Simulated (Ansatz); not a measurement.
# CH₃AlOS: an energy map over bond length C1–Al2 and angle Al2–C1–H7

How does the energy of CH₃AlOS, SMILES [CH3][Al]1[O][S]1 change over two coordinates at once? A grid of runs gives the map.

Computed with Ansatz 0.2.0. Level: RKS PBE0-D4/def2-TZVP.

**1. Where the work starts**

SMILES `[CH3][Al]1[O][S]1`, 7 atoms, charge 0, spin multiplicity 1.

Atoms are counted from 1 here; the program's logs count them from 0.

Bond lengths: C1–Al2 1.940 Å, C1–H5 1.108 Å, C1–H6 1.109 Å, C1–H7 1.109 Å, Al2–O3 1.739 Å, Al2–S4 2.146 Å, O3–S4 1.897 Å. Angles: Al2–C1–H5 111.4°, Al2–C1–H6 110.3°, Al2–C1–H7 110.4°, H5–C1–H6 108.4°, H5–C1–H7 108.5°, H6–C1–H7 107.9°, C1–Al2–O3 144.8°, C1–Al2–S4 157.9°, O3–Al2–S4 57.3°, Al2–O3–S4 72.2°, Al2–S4–O3 50.5°.

As a file:

```
C    -0.5511    0.9300   -0.3958
Al    0.3398   -0.6676    0.2514
O     1.7401   -1.2750    1.0855
S     0.6488   -2.7574    0.6272
H    -1.4811    0.6799   -0.9438
H    -0.8133    1.5946    0.4529
H     0.1168    1.4956   -1.0774
```

This geometry comes from a loose relaxation at PBE in a small basis, which is not shown.

**2. Relaxing the molecule**

Contents of input.yaml:

```yaml
crystal:
  periodic: [false, false, false]
  atoms:
    - { symbol: C, position_ang: [-0.551136, 0.929973, -0.395822] }
    - { symbol: Al, position_ang: [0.339795, -0.667636, 0.251367] }
    - { symbol: O, position_ang: [1.740129, -1.274983, 1.085546] }
    - { symbol: S, position_ang: [0.648801, -2.75745, 0.627191] }
    - { symbol: H, position_ang: [-1.48113, 0.679916, -0.943778] }
    - { symbol: H, position_ang: [-0.81325, 1.59462, 0.452908] }
    - { symbol: H, position_ang: [0.116791, 1.49556, -1.077403] }
basis:
  gaussian: { orbitals: def2-TZVP }
hamiltonian:
  xc: pbe0
  dispersion: d4
output:
  forces: true
relax:
  f_tol: 0.003
  max_steps: 120
```

Started as:

```sh
> ansatz run input.yaml --threads 1 --pin off --max-ram 2560MiB --backend cpu --events-out ev --progress --plain --runs-dir out
```

Standard output:

```text
Warning: RAYON_NUM_THREADS=1 ignored (pool sized by the plan → 1); use --threads N
The last accepted step is kept in <dir> (removed where the run ends without a failure and the disk answers)
Engine: ansatz 0.2.0, aarch64-unknown-linux-gnu
Functional definition: PBE0
  parameter a = 0.25
  parameter kappa = 0.804
  parameter beta = 0.06672455060314922
  exchange = (1 - a)*pbe_x(kappa = kappa, mu = beta*pi^2/3) + a*exact_x
  correlation = pbe_c(beta = beta)
1013 factors; their error is unknown
mean field evaluation 1: about -20546.4206 eV, gradient 7.3e1 eV
mean field evaluation 2: about -20498.6385 eV, gradient 1.5e2 eV
mean field evaluation 4: about -20556.7990 eV, gradient 7.8e0 eV
mean field evaluation 8: about -20556.9364 eV, gradient 1.8e-1 eV
mean field evaluation 16: about -20556.9721 eV, gradient 1.7e-4 eV
mean field -20556.97212394 eV, -755.4547915387 hartree, gradient 3.1e-5 eV, S^2 0.000000; 0 other end points of the search recorded, 0 dependent functions left out
the calculation of the forces begins
reference -20556.97215327 eV, -755.4547926166 hartree; 23, 23 occupied and 131, 131 virtual orbitals, 1013 factors
relax step   1: F+E_penalty+E_count = -20557.08295264 eV  Δ(F+E_penalty+E_count) = +0.000e0 eV  max|allowed force component| = 1.228e0 eV/Å  Δτ_max = 0.0000 Å  (28 SCF iters, accepted)
these checks for a lower state are left out or cut short: starts, cluster_reference, orbital_swaps, neighbouring_geometries, increment
1013 factors; their error is unknown
mean field -20557.02614935 eV, -755.4567769359 hartree, gradient 1.6e-5 eV, S^2 0.000000; 0 other end points of the search recorded, 0 dependent functions left out
the calculation of the forces begins
reference -20557.02617861 eV, -755.4567780110 hartree; 23, 23 occupied and 131, 131 virtual orbitals, 1013 factors
relax step   2: F+E_penalty+E_count = -20557.13756641 eV  Δ(F+E_penalty+E_count) = -5.461e-2 eV  max|allowed force component| = 6.891e-1 eV/Å  Δτ_max = 0.0281 Å  (33 SCF iters, accepted)
these checks for a lower state are left out or cut short: starts, cluster_reference, orbital_swaps, neighbouring_geometries, increment
1013 factors; their error is unknown
mean field evaluation 32: about -20557.0513 eV, gradient 1.8e-5 eV
mean field -20557.05133336 eV, -755.4577024312 hartree, gradient 1.8e-5 eV, S^2 0.000000; 0 other end points of the search recorded, 0 dependent functions left out
the calculation of the forces begins
reference -20557.05136263 eV, -755.4577035066 hartree; 23, 23 occupied and 131, 131 virtual orbitals, 1013 factors
relax step   3: F+E_penalty+E_count = -20557.16310992 eV  Δ(F+E_penalty+E_count) = -2.554e-2 eV  max|allowed force component| = 9.839e-2 eV/Å  Δτ_max = 0.0337 Å  (32 SCF iters, accepted)
these checks for a lower state are left out or cut short: starts, cluster_reference, orbital_swaps, neighbouring_geometries, increment
1013 factors; their error is unknown
mean field -20557.05091438 eV, -755.4576870338 hartree, gradient 2.6e-5 eV, S^2 0.000000; 0 other end points of the search recorded, 0 dependent functions left out
the calculation of the forces begins
reference -20557.05094360 eV, -755.4576881076 hartree; 23, 23 occupied and 131, 131 virtual orbitals, 1013 factors
relax step   4: F+E_penalty+E_count = -20557.16262320 eV  Δ(F+E_penalty+E_count) = +4.867e-4 eV  max|allowed force component| = 9.393e-2 eV/Å  Δτ_max = 0.0314 Å  (31 SCF iters, rejected (line search))
these checks for a lower state are left out or cut short: starts, cluster_reference, orbital_swaps, neighbouring_geometries, increment
1013 factors; their error is unknown
mean field -20557.05230711 eV, -755.4577382158 hartree, gradient 2.6e-5 eV, S^2 0.000000; 0 other end points of the search recorded, 0 dependent functions left out
the calculation of the forces begins
reference -20557.05233634 eV, -755.4577392900 hartree; 23, 23 occupied and 131, 131 virtual orbitals, 1013 factors
relax step   5: F+E_penalty+E_count = -20557.16401900 eV  Δ(F+E_penalty+E_count) = -9.091e-4 eV  max|allowed force component| = 2.089e-2 eV/Å  Δτ_max = 0.0153 Å  (32 SCF iters, accepted)
these checks for a lower state are left out or cut short: starts, cluster_reference, orbital_swaps, neighbouring_geometries, increment
1013 factors; their error is unknown
mean field -20557.05236718 eV, -755.4577404232 hartree, gradient 2.6e-5 eV, S^2 0.000000; 0 other end points of the search recorded, 0 dependent functions left out
the calculation of the forces begins
reference -20557.05239639 eV, -755.4577414968 hartree; 23, 23 occupied and 131, 131 virtual orbitals, 1013 factors
relax step   6: F+E_penalty+E_count = -20557.16406537 eV  Δ(F+E_penalty+E_count) = -4.638e-5 eV  max|allowed force component| = 4.001e-2 eV/Å  Δτ_max = 0.0062 Å  (32 SCF iters, accepted)
these checks for a lower state are left out or cut short: starts, cluster_reference, orbital_swaps, neighbouring_geometries, increment
1013 factors; their error is unknown
mean field -20557.05238984 eV, -755.4577412561 hartree, gradient 2.4e-5 eV, S^2 0.000000; 0 other end points of the search recorded, 0 dependent functions left out
the calculation of the forces begins
reference -20557.05241905 eV, -755.4577423296 hartree; 23, 23 occupied and 131, 131 virtual orbitals, 1013 factors
relax step   7: F+E_penalty+E_count = -20557.16409434 eV  Δ(F+E_penalty+E_count) = -2.897e-5 eV  max|allowed force component| = 3.816e-3 eV/Å  Δτ_max = 0.0013 Å  (24 SCF iters, accepted)
these checks for a lower state are left out or cut short: starts, cluster_reference, orbital_swaps, neighbouring_geometries, increment
1013 factors; their error is unknown
mean field -20557.05238400 eV, -755.4577410414 hartree, gradient 6.8e-5 eV, S^2 0.000000; 0 other end points of the search recorded, 0 dependent functions left out
the calculation of the forces begins
reference -20557.05241321 eV, -755.4577421149 hartree; 23, 23 occupied and 131, 131 virtual orbitals, 1013 factors
relax step   8: F+E_penalty+E_count = -20557.16409587 eV  Δ(F+E_penalty+E_count) = -1.524e-6 eV  max|allowed force component| = 8.770e-4 eV/Å  Δτ_max = 0.0004 Å  (21 SCF iters, accepted)
1013 factors; their error is unknown
mean field evaluation 64: about -20557.0174 eV, gradient 2.2e-1 eV
mean field -20557.05238400 eV, -755.4577410414 hartree, gradient 6.8e-5 eV, S^2 0.000000; 1 other end points of the search recorded, 0 dependent functions left out
the calculation of the forces begins
reference -20557.05241321 eV, -755.4577421149 hartree; 23, 23 occupied and 131, 131 virtual orbitals, 1013 factors
Total energy: -20557.16412508 eV, -755.4618474503 hartree
Atom 0 at    -0.547814     0.922564    -0.393081 Å, force    -0.000872    -0.000051    -0.000523 eV/Å
Atom 1 at     0.312925    -0.678649     0.237854 Å, force     0.000346    -0.000610     0.000151 eV/Å
Atom 2 at     1.694064    -1.273840     1.060202 Å, force     0.000127    -0.000426     0.000209 eV/Å
Atom 3 at     0.683333    -2.711837     0.641304 Å, force     0.000192     0.000096     0.000063 eV/Å
Atom 4 at    -1.466386     0.693322    -0.935949 Å, force     0.000877     0.000843     0.000517 eV/Å
Atom 5 at    -0.796631     1.574063     0.448363 Å, force    -0.000411     0.000118    -0.000033 eV/Å
Atom 6 at     0.120509     1.474376    -1.058686 Å, force    -0.000260     0.000029    -0.000385 eV/Å
Dipole moment:    -0.564690     0.722846    -0.382935 e Å
```

Run time: 89 s. Hardware: 1 thread of Arm Neoverse N1, shared host; peak memory 0.29 GiB.

Relaxation path:

```csv
step,energy from step 1 (eV),largest force component (eV/Å)
1,0.0000,1.2275
2,-0.0546,0.6891
3,-0.0802,0.0984
4,-0.0797,0.0939
5,-0.0811,0.0209
6,-0.0811,0.0400
7,-0.0811,0.0038
8,-0.0811,0.0009
```

Distances of close pairs at the start and the end, largest changes first:

```csv
bond,before (Å),after (Å),change (Å)
O3–S4,1.897,1.807,-0.090
Al2–S4,2.146,2.106,-0.040
Al2–O3,1.739,1.714,-0.025
C1–H5,1.108,1.091,-0.017
C1–H6,1.109,1.093,-0.017
C1–H7,1.109,1.093,-0.017
C1–Al2,1.940,1.924,-0.016
```

**3. The grid**

First coordinate, bond length C1–Al2: 15 values from 1.578 to 2.886 Å. Second coordinate, angle Al2–C1–H7: 15 values from 85.3 to 135.3 °.

Nothing else is relaxed (all other coordinates rigid). Energies count from the relaxed molecule at the same level.

Of the runs on the grid, 3 are shown in the steps below; the others differ only in the two coordinates.

**4. The run at bond length C1–Al2 = 1.952 Å, angle Al2–C1–H7 = 106.7°**

Contents of input.yaml:

```yaml
crystal:
  periodic: [false, false, false]
  atoms:
    - { symbol: C, position_ang: [-0.547814, 0.922564, -0.393081] }
    - { symbol: Al, position_ang: [0.422756, -0.670548, 0.181629] }
    - { symbol: O, position_ang: [1.856559, -1.215127, 0.946938] }
    - { symbol: S, position_ang: [0.903654, -2.691458, 0.525859] }
    - { symbol: H, position_ang: [-1.466386, 0.693322, -0.935949] }
    - { symbol: H, position_ang: [-0.796631, 1.574063, 0.448363] }
    - { symbol: H, position_ang: [0.120509, 1.474376, -1.058686] }
basis:
  gaussian: { orbitals: def2-TZVP }
hamiltonian:
  xc: pbe0
  dispersion: d4
output:
  forces: true
```

Started as:

```sh
> ansatz run input.yaml --threads 1 --pin off --max-ram 2560MiB --backend cpu --events-out ev --progress --plain --runs-dir out
```

Standard output:

```text
Warning: RAYON_NUM_THREADS=1 ignored (pool sized by the plan → 1); use --threads N
[... 7 set-up lines as earlier in the session ...]
1013 factors; their error is unknown
mean field evaluation 1: about -20546.5904 eV, gradient 7.3e1 eV
mean field evaluation 2: about -20508.3490 eV, gradient 1.5e2 eV
mean field evaluation 4: about -20556.8800 eV, gradient 7.5e0 eV
mean field evaluation 8: about -20557.0411 eV, gradient 2.5e-1 eV
mean field evaluation 16: about -20557.0412 eV, gradient 1.7e-5 eV
mean field -20557.04117561 eV, -755.4573291407 hartree, gradient 1.7e-5 eV, S^2 0.000000; 0 other end points of the search recorded, 0 dependent functions left out
the calculation of the forces begins
reference -20557.04120479 eV, -755.4573302130 hartree; 23, 23 occupied and 131, 131 virtual orbitals, 1013 factors
Total energy: -20557.15238502 eV, -755.4614160110 hartree
Atom 0 at    -0.547814     0.922564    -0.393081 Å, force     0.244724    -0.263012     0.073065 eV/Å
Atom 1 at     0.422756    -0.670548     0.181629 Å, force    -0.316700     0.290176    -0.042195 eV/Å
Atom 2 at     1.856559    -1.215127     0.946938 Å, force     0.003034     0.024265    -0.008855 eV/Å
Atom 3 at     0.903654    -2.691458     0.525859 Å, force     0.004697    -0.005888    -0.012685 eV/Å
Atom 4 at    -1.466386     0.693322    -0.935949 Å, force     0.049057    -0.077842     0.014531 eV/Å
Atom 5 at    -0.796631     1.574063     0.448363 Å, force     0.053405    -0.064344     0.021738 eV/Å
Atom 6 at     0.120509     1.474376    -1.058686 Å, force    -0.038217     0.096644    -0.045599 eV/Å
Dipole moment:    -0.597743     0.698596    -0.352555 e Å
```

Run time: 9.2 s. Hardware: 1 thread of Arm Neoverse N1, shared host; peak memory 0.28 GiB.

On the map this point reads 0.27 kcal/mol.

(Part 1 of 2 ends here.)
